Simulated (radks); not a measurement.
**Tb³⁺ in [Xe] 4f8: an all-electron calculation**

Wanted: eigenvalues, radial structure and energy terms of the terbium ion Tb3+.

Program: radks (a radial shooting solver on a logarithmic mesh, Libxc functionals) version 1. Level of theory: scalar-relativistic Kohn-Sham, exchange-only B88, spin-unpolarised, spherical densities, point nucleus. These are calculated values, not measurements, unless marked.

## Step 1: The system

| Item | Value |
| --- | --- |
| element | terbium (Z = 65) |
| charge | +3 |
| electrons | 62 |
| configuration | [Xe] 4f8 |

Outer shells as boxes (Hund's rule):

Tb³⁺
```
[Xe] core
4f [↑↓][↑ ][↑ ][↑ ][↑ ][↑ ][↑ ]
```

## Step 2: The calculation

The run's settings:

```text
Z 65
configuration [Xe] 4f8
relativity scalar-relativistic
functional b88,
spin unpolarised
nucleus point
c 137.035999084
```

Q: Predict the outcome of this run.

As calculated:

| quantity | value |
| --- | --- |
| total energy | -11704.8676 hartree |
| exchange-correlation share of it | 2.16 % |
| −T/E | 1.0767 |
| highest occupied level | 4f, -32.852 eV |
| most extended occupied level | 5p, <r> = 1.51 bohr |
| radius at density 0.001 e/bohr³ | 3.23 bohr |
| maxima of the radial density | 4 |
| ionisation energy, NIST | 39.33 (semi-emp.) eV |

What this shows: 5 principal shells are occupied and 4 maxima appear in the radial density; where shells overlap, one shows as a shoulder or not at all. Relativity lifts −T/E to 1.077. The top level binds by 32.852 eV, 84 % of the NIST ionisation energy of 39.33 eV; the potential of a semilocal functional falls off too fast, so its top eigenvalue is too shallow. Spin polarisation and multiplet splitting are left out. Spin-orbit splitting is averaged out at the scalar-relativistic level.
